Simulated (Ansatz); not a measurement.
Run this with the Ansatz DFT code, driven from Python and show what comes out.

`torsion_c3h6bs.py`
```python
# -*- coding: utf-8 -*-
"""Rigid torsion scan of C3H6BS(-)."""

import ansatz
from ase import Atoms

atoms = Atoms(["B", "S", "C", "C", "C", "H", "H", "H", "H", "H", "H"], positions=[
    [1.7686, -0.0234, 0.4332],
    [0.3464, 0.8599, 1.3365],
    [-0.7784, 0.9501, -0.0982],
    [-1.415, -0.3501, -0.3271],
    [-1.938, -1.4197, -0.5161],
    [1.3978, -1.0765, 0.0177],
    [2.6646, -0.2024, 1.197],
    [2.1573, 0.6504, -0.4692],
    [-0.2377, 1.2736, -1.0125],
    [-1.5689, 1.697, 0.1204],
    [-2.3967, -2.3589, -0.6818],
])

# start the scan from a relaxed geometry
first = (
    ansatz.Crystal.molecule_from_ase(atoms).calculation()
    .basis(gaussian="def2-SVP")
    .charge(-1)
    .functional("pbe0")
    .relax(force_tolerance=0.02, max_steps=80)
)
atoms.positions = first.run().report["positions_ang"]

start = atoms.get_dihedral(3, 2, 1, 0)
energies = {}
for turn in range(0, 360, 30):
    turned = atoms.copy()
    turned.set_dihedral(3, 2, 1, 0, start + turn, indices=[0, 1, 5, 6, 7])
    calc = (
        ansatz.Crystal.molecule_from_ase(turned).calculation()
        .basis(gaussian="def2-SVP")
        .correlation("mp2")
        .charge(-1)
    )
    energies[round((start + turn) % 360)] = calc.run().report["free_energy_ev"]
floor = min(energies.values())
print("dihedral C3-C2-S1-B0 (deg)   E - E(min) (eV)")
for angle, e in sorted(energies.items()):
    print(f"{angle:8d} {(e - floor):14.3f}  " + "#" * int(30 * (e - floor) / max(max(energies.values()) - floor, 1e-9)))
```

```console
$ python torsion_c3h6bs.py
dihedral C3-C2-S1-B0 (deg)   E - E(min) (eV)
       0          0.310  ##############################
      30          0.193  ##################
      60          0.049  ####
      90          0.019  #
     120          0.042  ####
     150          0.023  ##
     180          0.000
     210          0.025  ##
     240          0.049  ####
     270          0.031  ###
     300          0.066  ######
     330          0.221  #####################
```

The lowest point is at 180° and the highest at 0°, 0.310 eV (29.9 kJ/mol) above it, with the rest of the molecule held.

Reading the output:
- The scan is rigid and the energies are electronic, in a modest basis. With rigid groups the curve can differ much from the relaxed path, the start wasn't checked as a minimum of this torsion, and equivalent turns needn't return to the same energy.
- Anions want diffuse functions, which this basis lacks.
- The start is relaxed with a density functional and scanned with the wavefunction method, so it isn't exactly that method's minimum.
- Finished in 76 s on 1 thread of Arm Neoverse V2, with other jobs on the host, peak memory 0.29 GiB.
